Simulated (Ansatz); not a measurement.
# ZnO: the cost of one run

Program: Ansatz 0.2.0. Level of theory: DFT PBE, scalar-relativistic, plane waves, PAW. These are calculated values, not measurements.

## 1. The structure to begin with

Symmetry: P6_3mc, No. 186, hexagonal system. Conventional cell: a = 3.249 Å, b = 3.249 Å, c = 5.206 Å, α = 90.00°, β = 90.00°, γ = 120.00°. Around Zn (site symmetry 3m) lie 4 O at 1.97 to 1.98 Å. O (site symmetry 3m) is surrounded by 4 Zn at 1.97 to 1.98 Å.

As a file:

```
CELL_PARAMETERS angstrom
3.24931 0.00000 0.00000
-1.62465 2.81398 0.00000
0.00000 0.00000 5.20571
ATOMIC_POSITIONS crystal
Zn 0.33333 0.66667 0.50000
Zn 0.66667 0.33333 0.00000
O 0.66667 0.33333 0.37901
O 0.33333 0.66667 0.87901
```

The structure rests on an entry of the Crystallography Open Database; cell or positions may have been set otherwise for this series.

## 2. Relaxing cell and atoms: ZnO, no spin

File input.yaml:

```yaml
crystal:
  lattice:
    - [3.249308, 0.0, 0.0]
    - [-1.624654, 2.8139832727, 0.0]
    - [0.0, 0.0, 5.205709]
  atoms:
    - { symbol: Zn, position: [0.3333333333, 0.6666666667, 0.5] }
    - { symbol: Zn, position: [0.6666666667, 0.3333333333, 0.0] }
    - { symbol: O, position: [0.6666666667, 0.3333333333, 0.37901] }
    - { symbol: O, position: [0.3333333333, 0.6666666667, 0.87901] }
scf:
  occupations: { method: gaussian, width: 0.02 }
output:
  forces: true
  stress: true
  eigenvalues: true
kpoints:
  mp_grid: { grid: [21, 21, 12] }
hamiltonian:
  xc: pbe
relax:
  f_tol: 0.005
  adjacent_minimum: "off"
  cell: { stress_tol: 0.02 }
```

Command:

```console
> ansatz run input.yaml --threads 8 --pin off --max-ram 24576MiB --backend cpu --events-out ev --progress --plain --runs-dir out
```

Q: Estimate wall time and peak memory on 8 threads of Intel Xeon Platinum 8488C (Sapphire Rapids), shared host.

About 37 s, with a peak of 0.79 GiB.
